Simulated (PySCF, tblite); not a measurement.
# P₃₃H₁₅: electronic excitations, NMR shifts

Wanted: electronic excitations, NMR shifts for P₃₃H₁₅.

Programs: tblite 0.8.0 and PySCF 2.14.0, with routines of our own; each step states its level. All values are computed. Atoms count from 0.

## 1. The system as given

48 atoms, charge 0, multiplicity 1; geometry from: force field, distance geometry or constructed start.

## 2. Geometry optimisation with GFN2-xTB

What the job is given:

```
{"job": {"kind": "relax", "xc": "GFN2-xTB", "basis": "xTB"}, "charge": 0, "multiplicity": 1}
P      0.004900    -0.080500    -0.617900
P     -1.639500     0.868600     0.616800
P     -3.267400    -0.081000    -0.615300
P     -3.273300    -1.963800     0.617500
P     -1.637300    -2.914100    -0.612900
P     -0.003300    -1.968700     0.621100
P      4.909000     2.757100    -0.619600
P      3.276000     3.702900     0.625200
P      1.639000     2.753300    -0.616700
P      1.633500     0.865200     0.625300
P      3.270500    -0.079900    -0.618400
P      4.906400     0.864000     0.623700
P     -4.912300    -2.912200    -0.611300
P     -4.906700    -4.802900     0.621000
P     -3.274800    -5.742000    -0.616100
P     -1.638200    -4.801700     0.630000
P      1.636700    -2.911000    -0.615400
P      3.271500    -1.971600     0.622700
P      3.272000     5.591400    -0.613800
P      1.639100     6.535200     0.626400
P     -0.002300     5.593400    -0.614800
P     -0.000900     3.701700     0.623500
P      4.912300    -2.908300    -0.609700
P      1.632100    -4.806600     0.622200
P      3.273100    -5.744500    -0.615400
P      4.902800    -4.803200     0.626200
P     -1.635600     2.757700    -0.617000
P     -1.636900     6.534900     0.624900
P     -3.272000     5.590000    -0.618300
P     -3.271500     3.700600     0.627100
P      0.003600    -5.746500    -0.617400
P     -4.910800     2.756700    -0.616100
P     -4.909900     0.866100     0.621800
H      5.924700     3.339400     0.155500
H      5.923800     0.282600    -0.147800
H     -5.922100    -2.325500     0.148900
H     -5.923400    -5.387500    -0.148600
H     -3.271700    -6.915000     0.149200
H      4.287400     6.170900     0.151700
H      1.631500     7.708200    -0.143300
H      5.922500    -2.330000     0.155600
H      3.278500    -6.923100     0.155500
H      5.927500    -5.386600    -0.148100
H     -1.633700     7.704300    -0.146300
H     -4.290000     6.176500     0.154200
H     -0.001900    -6.915900     0.148400
H     -5.920200     3.340800     0.151200
H     -5.922900     0.283400    -0.142200
```

Started as:

```
> OMP_NUM_THREADS=8 python large_run.py task.json out
```

One launch serves the whole session: the jobs run in the order shown.

Log:

```text
step      E/eV     max force
  0   -2484.78446    1.583
  1   -2485.48563    0.993
  2   -2485.88404    0.188
  3   -2485.89498    0.176
  4   -2485.91543    0.169
  5   -2485.94498    0.198
  6   -2485.97183    0.241
  7   -2485.98932    0.205
  8   -2485.99804    0.146
  9   -2486.00407    0.113
 10   -2486.01215    0.139
 11   -2486.02307    0.181
 12   -2486.03426    0.201
 13   -2486.04156    0.136
 14   -2486.04497    0.076
 15   -2486.04690    0.069
 16   -2486.04923    0.084
 17   -2486.05268    0.112
 18   -2486.05686    0.114
 19   -2486.06014    0.076
 20   -2486.06157    0.046
 21   -2486.06211    0.029
 22   -2486.06256    0.039
 23   -2486.06329    0.059
 24   -2486.06438    0.069
 25   -2486.06561    0.057
 26   -2486.06647    0.041
 27   -2486.06688    0.026
 28   -2486.06716    0.026
 29   -2486.06758    0.035
 30   -2486.06821    0.047
 31   -2486.06899    0.046
 32   -2486.06962    0.035
 33   -2486.06998    0.029
 34   -2486.07022    0.025
 35   -2486.07050    0.029
 36   -2486.07090    0.038
 37   -2486.07132    0.033
 38   -2486.07159    0.021
 39   -2486.07170    0.015
```

It took 13 s on 8 threads of Intel Xeon 6975P-C, shared host; peak memory 0.18 GiB.

Relaxation path:

| step | energy from step 0 (eV) | largest force (eV/Å) |
| --- | --- | --- |
| 0 | 0.0000 | 1.5828 |
| 1 | -0.7012 | 0.9932 |
| 2 | -1.0996 | 0.1876 |
| 3 | -1.1105 | 0.1756 |
| 4 | -1.1310 | 0.1684 |
| 5 | -1.1605 | 0.1983 |
| 6 | -1.1874 | 0.2407 |
| 7 | -1.2049 | 0.2053 |
| 8 | -1.2136 | 0.1458 |
| 10 | -1.2277 | 0.1387 |
| 12 | -1.2498 | 0.2008 |
| 15 | -1.2624 | 0.0689 |
| 17 | -1.2682 | 0.1116 |
| 20 | -1.2771 | 0.0460 |
| 22 | -1.2781 | 0.0390 |
| 25 | -1.2812 | 0.0562 |
| 27 | -1.2824 | 0.0260 |
| 30 | -1.2838 | 0.0467 |
| 32 | -1.2852 | 0.0346 |
| 35 | -1.2860 | 0.0301 |
| 36 | -1.2864 | 0.0370 |
| 37 | -1.2869 | 0.0326 |
| 38 | -1.2871 | 0.0210 |
| 39 | -1.2872 | 0.0144 |

Close pairs (by a distance rule), those that changed most:

```csv
bond,before (Å),after (Å),change (Å)
P6–P11,2.265,2.178,-0.087
P27–P28,2.261,2.179,-0.082
P31–P32,2.260,2.178,-0.082
P15–P30,2.268,2.186,-0.082
P22–P25,2.262,2.182,-0.080
P18–P19,2.257,2.179,-0.078
P12–P13,2.257,2.182,-0.074
P2–P32,2.264,2.190,-0.074
```

The end geometry stands in the next job.

## 3. Harmonic vibrations with GFN2-xTB

What the job is given:

```
{"job": {"kind": "ir", "xc": "GFN2-xTB", "basis": "xTB"}, "charge": 0, "multiplicity": 1}
P      0.000124    -0.071429    -0.582136
P     -1.610405     0.851213     0.590299
P     -3.227728    -0.077219    -0.578057
P     -3.226390    -1.937411     0.592073
P     -1.615199    -2.852177    -0.594819
P     -0.000150    -1.934053     0.576554
P      4.854682     2.725081    -0.577940
P      3.234064     3.648965     0.570759
P      1.605276     2.709608    -0.578841
P      1.610392     0.851522     0.590575
P      3.227742    -0.077751    -0.577291
P      4.870776     0.851827     0.533498
P     -4.866990    -2.861558    -0.526778
P     -4.854652    -4.761267     0.547389
P     -3.229674    -5.683664    -0.579951
P     -1.606227    -4.736630     0.547453
P      1.614976    -2.852110    -0.594115
P      3.225821    -1.937356     0.593407
P      3.233445     5.526051    -0.560357
P      1.623103     6.454673     0.576969
P      0.000533     5.510023    -0.553427
P      0.000255     3.632709     0.600603
P      4.867228    -2.862057    -0.524197
P      1.605348    -4.736721     0.547888
P      3.229267    -5.684223    -0.578251
P      4.853521    -4.761650     0.550346
P     -1.605055     2.709614    -0.578856
P     -1.622459     6.454874     0.576479
P     -3.232534     5.526338    -0.561216
P     -3.233682     3.649431     0.570529
P     -0.000321    -5.659475    -0.614342
P     -4.854455     2.725599    -0.578041
P     -4.870448     0.852219     0.533020
H      5.837604     3.302087     0.239720
H      5.839168     0.290606    -0.312769
H     -5.832337    -2.315122     0.330935
H     -5.833903    -5.312788    -0.289332
H     -3.210650    -6.814964     0.246921
H      4.229127     6.081955     0.255917
H      1.604659     7.590976    -0.244382
H      5.831872    -2.315562     0.334288
H      3.209675    -6.815389     0.248845
H      5.833495    -5.313201    -0.285462
H     -1.603959     7.591003    -0.245044
H     -4.228258     6.082805     0.254597
H     -0.000305    -6.816750     0.182700
H     -5.837242     3.302354     0.239953
H     -5.839292     0.291242    -0.312964
```

Log:

```text
mode    cm-1     km/mol
  1      13.6      0.02
  2      16.4      0.22
  3      29.1      0.87
  4      31.9      0.02
  5      34.0      0.47
  6      46.3      0.03
  7      53.3      0.15
  8      64.2      0.06
  9      66.5      0.03
 10      70.1      0.06
 11      72.9      0.01
 12      81.5      0.15
 13      82.7      0.02
 14      84.1      0.01
 15      87.1      0.24
 16      92.8      0.15
 17      95.8      0.11
 18      97.1      0.48
 19     101.4      0.10
 20     101.9      0.36
 21     107.0      0.27
 22     108.2      0.01
 23     117.1      0.03
 24     117.3      0.01
 25     121.8      0.10
 26     123.2      0.05
 27     124.4      0.02
 28     126.8      0.20
 29     129.1      0.04
 30     130.5      0.01
 31     135.9      0.57
 32     140.0      0.02
 33     140.3      0.05
 34     148.8      0.09
 35     150.0      0.42
 36     155.9      0.20
 37     156.8      0.06
 38     163.0      0.12
 39     166.7      0.06
 40     169.0      0.03
 41     169.8      0.12
 42     173.4      0.18
 43     176.1      0.13
 44     182.7      0.52
 45     186.0      0.00
 46     190.5      0.18
 47     196.2      0.05
 48     197.8      0.00
 49     199.4      0.09
 50     207.7      1.14
 51     214.7      0.00
 52     443.9      0.45
 53     444.6      0.53
 54     444.8      0.10
 55     447.7      0.27
 56     449.3      0.36
 57     449.7      0.18
 58     450.9      0.22
 59     452.9      0.02
 60     454.9      0.01
 61     458.6      1.49
 62     460.4      0.30
 63     461.3      0.37
 64     461.9      0.03
 65     462.5      1.00
 66     463.8      6.90
 67     464.2      0.16
 68     464.8      4.06
 69     465.2      1.01
 70     465.5      0.27
 71     467.1      2.06
 72     467.4      0.07
 73     468.3      0.87
 74     470.2      0.16
 75     471.0      2.52
 76     472.1      1.16
 77     472.3      1.06
 78     472.9      5.59
 79     473.9      0.98
 80     475.9      3.36
 81     476.3      0.32
 82     479.9      0.60
 83     481.0      0.03
 84     481.9      2.35
 85     486.1      4.34
 86     488.4      0.34
 87     489.2      4.74
 88     490.5      6.57
 89     491.4      0.19
 90     498.6     12.49
 91     500.3      4.88
 92     500.7      2.83
 93     515.6      0.00
 94     708.3      0.05
 95     710.0      0.03
 96     710.4      0.40
 97     713.3      0.62
 98     713.4      1.34
 99     714.5      2.12
100     716.4      0.48
101     717.4      0.16
102     718.0      2.02
103     718.2      2.71
104     719.1      1.06
105     728.6      2.35
106     730.6      1.01
107     732.4      1.61
108     738.3      6.17
109     739.6     12.65
110     744.0      1.56
111     749.9      9.88
112     750.0      2.96
113     751.1      4.18
114     752.7      1.03
115     754.1      1.80
116     755.5      8.58
117     760.1      2.86
118     760.5      6.70
119     762.6      0.42
120     769.6      0.07
121     771.0      3.49
122     802.0      0.44
123     802.2      0.27
124    2188.5     30.22
125    2199.0     18.20
126    2199.2     63.65
127    2206.0      0.26
128    2206.2      4.27
129    2209.0      4.95
130    2213.2     46.20
131    2213.7     71.10
132    2214.5     36.12
133    2215.8     30.33
134    2216.6      3.02
135    2217.1     39.28
136    2219.1     73.30
137    2224.3      0.70
138    2224.7     83.95
```

Run time: 88 s. Hardware: 8 threads of Intel Xeon 6975P-C, shared host; peak memory 0.16 GiB.

The strongest bands and the atoms that carry them (share of the mass-weighted mode):

```csv
cm⁻¹,km/mol,atoms
2199,63.6,"H34 63 %, H40 20 %"
2213,46.2,"H35 19 %, H40 18 %, H44 11 %, H38 11 %"
2214,71.1,"H40 30 %, H35 29 %, H34 10 %"
2214,36.1,"H40 12 %, H35 12 %, H46 11 %, H33 10 %"
2216,30.3,"H38 27 %, H44 26 %, H33 16 %, H46 15 %"
2217,39.3,"H36 25 %, H37 23 %, H42 21 %, H41 21 %"
2219,73.3,"H43 37 %, H39 34 %, H44 10 %"
2225,84.0,"H37 26 %, H41 22 %, H36 20 %, H42 19 %"
```

## 4. Electronic excitations: TDA PBE0/def2-SVP

Settings changed since step 3:

```diff
@@ -1,2 +1,2 @@
-{"job": {"kind": "ir", "xc": "GFN2-xTB", "basis": "xTB"}, "charge": 0, "multiplicity": 1}
+{"job": {"kind": "uv", "basis": "def2-SVP", "grid": 1, "kgrid": 0, "vcut": 1.5, "nstates": 6, "ntriplets": 2, "tda": true, "delta": [], "pop": true, "xc": "PBE0"}, "charge": 0, "multiplicity": 1}
 P      0.000124    -0.071429    -0.582136
```

Level: TDA PBE0/def2-SVP, vertical, gas phase, core orbitals frozen in the response, virtual orbitals cut by energy.

Log:

```text
start: PBE on a coarse grid of 60206 points
cycle   1  E = -11263.7369525468  dE =  5.174e+00  |g| = 3.188e-01  |ddm| = 9.164e+00
cycle   2  E = -11263.7603341365  dE = -2.338e-02  |g| = 1.205e-01  |ddm| = 1.095e+00
cycle   3  E = -11263.7621619012  dE = -1.828e-03  |g| = 1.089e-01  |ddm| = 4.720e-01
cycle   4  E = -11263.7649684727  dE = -2.807e-03  |g| = 6.627e-02  |ddm| = 2.605e-01
cycle   5  E = -11263.7663490223  dE = -1.381e-03  |g| = 1.456e-02  |ddm| = 1.231e-01
cycle   6  E = -11263.7664259142  dE = -7.689e-05  |g| = 4.762e-03  |ddm| = 3.079e-02
final grid: 231425 points
cycle   7  E = -11266.3096750598  dE = -2.524e-02  |g| = 3.475e-02  |ddm| = 6.886e-01
cycle   8  E = -11266.3096677128  dE =  7.347e-06  |g| = 3.849e-02  |ddm| = 1.613e-01
cycle   9  E = -11266.3101318101  dE = -4.641e-04  |g| = 1.469e-02  |ddm| = 8.925e-02
cycle  10  E = -11266.3101967779  dE = -6.497e-05  |g| = 5.799e-03  |ddm| = 3.339e-02
cycle  11  E = -11266.3102080884  dE = -1.131e-05  |g| = 2.044e-03  |ddm| = 1.278e-02
cycle  12  E = -11266.3102070797  dE =  1.009e-06  |g| = 6.660e-04  |ddm| = 4.502e-03
cycle  13  E = -11266.3102075650  dE = -4.853e-07  |g| = 3.230e-04  |ddm| = 1.657e-03
cycle  14  E = -11266.3102068007  dE =  7.643e-07  |g| = 8.176e-05  |ddm| = 6.969e-04
converged SCF energy = -11266.3102068007

Static polarisability (au): isotropic 836.769, principal 373.627 1009.696 1126.983

Singlet excitations
state   eV       nm        f      main configurations
  1   3.5256    351.7   0.00203   H->L 0.51, H-1->L+1 0.33
  2   3.5269    351.5   0.00003   H-1->L 0.47, H->L+1 0.26, H-3->L 0.14
  3   3.5465    349.6   0.00001   H-3->L 0.54, H-4->L 0.19, H-1->L 0.14
  4   3.5533    348.9   0.00056   H-3->L+1 0.73, H-4->L+1 0.09
  5   3.5720    347.1   0.00906   H->L+1 0.60, H-1->L 0.20
  6   3.5768    346.6   0.00984   H-1->L+1 0.44, H->L 0.36

Triplet excitations (Tamm-Dancoff, eV): 3.2341 3.2422
```

It took 81 s on 8 threads of Intel Xeon 6975P-C, shared host; peak memory 6.2 GiB.

The orbitals next to the gap, with their largest atomic shares:

```
orbital     eV                         atoms
 HOMO−4  -6.51      P0 19 %, P5 16 %, P9 8 %
 HOMO−3  -6.36  P15 12 %, P23 10 %, P30 10 %
 HOMO−2  -6.36       P7 8 %, P29 8 %, P8 5 %
 HOMO−1  -6.35   P20 16 %, P21 15 %, P19 6 %
   HOMO  -6.33      P2 9 %, P10 9 %, P17 9 %
   LUMO  -2.00      P0 10 %, P5 8 %, P26 6 %
 LUMO+1  -1.98       P5 10 %, P9 7 %, P1 7 %
 LUMO+2  -1.89       P0 8 %, P21 7 %, P2 6 %
 LUMO+3  -1.89       P1 8 %, P9 8 %, P10 6 %
```

With each of the 6 states as a Gaussian band of 0.4 eV half-width at 1/e, the curve within the window shown has maxima at 348 nm (ε 870) L/(mol cm). Beyond the last state computed it falls off for lack of states. The curve at chosen wavelengths:

```tsv
nm	ε (L/mol/cm)
320	483
324	572
328	656
332	731
336	792
341	845
345	867
349	869
353	854
357	823
361	780
365	726
369	666
374	585
378	520
382	456
386	396
390	340
394	288
398	243
402	203
407	160
411	131
415	107
419	86
423	69
```

Leading natural transition orbitals of singlet state 6: the hole lies on P5 17 %; P0, P4 about 10 % each; P16, P21 about 7 % each; the particle on P5 10 %; 5 P atoms about 7 % each.

Leading natural transition orbitals of singlet state 1: the hole lies on P10, P17 about 12 % each; P2, P9 about 8 % each; 4 P atoms about 6 % each; the particle on P0, P5 about 9 % each; P8, P9 about 6 % each.

Further results of this job:

```
           property  computed
  dipole moment (D)      0.67
polarisability (Å³)    124.00
 HOMO–LUMO gap (eV)      4.33
      −ε(HOMO) (eV)      6.33
```

Orbitals, density, ELF and potential are computed afterwards from the orbital file.

Frontier orbitals at PBE0/def2-SVP, with the share of their density that lies nearest to each atom:

| orbital | energy (eV) | lies on |
| --- | --- | --- |
| HOMO | -6.33 | 4 P atoms about 9 % each |
| LUMO | -2.00 | P0, P5 about 8 % each; P8, P26 about 6 % each |

ELF in a plane through or near 25 of the atoms.

Ten even steps from ' ' (0.00) to '@' (1.00):
```
                                                        
                                                        
                ##@@++  ..++::  @@%%    --**..          
                @@@@%%::++@@**  @@@@----%%%%::          
        **@@@@  ..++==%%**::--  ====##--**++            
        ==@@@@==++****::**%%==++++%%--==##**++@@++      
        ..====##::--++  ::++++##++==..  ====@@@@@@      
    ::##**::%%::==%%**++--##==::####==++--**::++..      
    ==@@**==++  ..++++##--::--  ==++**--==**            
      ..::**##**--::**..++##++##..##..::##++%%@@##      
      ..::**##**--::**..++##++##..##..::##++%%@@##      
    ==@@**==++  ..++++##--::--  ==++**--==**            
    ::##**::%%::==%%**++--##==::####==++--**::++..      
        ..====##::--++  ::++++##++==..  ====@@@@@@      
        ==@@@@==++##**::**%%==++++%%--==##**++@@++      
        **@@@@  ..++==%%**::--  ====##--**++            
                @@@@%%::++@@**  @@@@----%%%%::          
                ##@@++  ..++--  @@%%    --**..          
                                                        
                                                        
```
The map spans 20.4 Å across and 16.9 Å up, centred on the molecule. Atoms in the plane (x, y in Å): P1 (-0.9, -1.6), P3 (1.9, -3.2), P5 (1.9, 0.0), P7 (-3.6, 3.2), P9 (-0.9, 1.6), P11 (-0.9, 4.9), P13 (4.8, -4.9), P15 (4.7, -1.6), P17 (1.9, 3.2), P19 (-6.5, 1.6), P21 (-3.6, 0.0), P23 (4.7, 1.6), P25 (4.8, 4.9), P27 (-6.5, -1.6), P29 (-3.6, -3.2), P32 (-0.9, -4.9), H33 (-3.3, 5.8), H35 (2.3, -5.8), H37 (6.8, -3.2), H38 (-6.1, 4.2), H40 (2.3, 5.8), H41 (6.8, 3.2), H44 (-6.1, -4.2), H45 (6.8, 0.0), H46 (-3.3, -5.8).

On the surface of density 0.002 e/bohr³ the electrostatic potential runs, from the 1st to the 99th percentile, from -0.89 V near P0 to 1.23 V near H33.

(Part 1 of 2 ends here.)
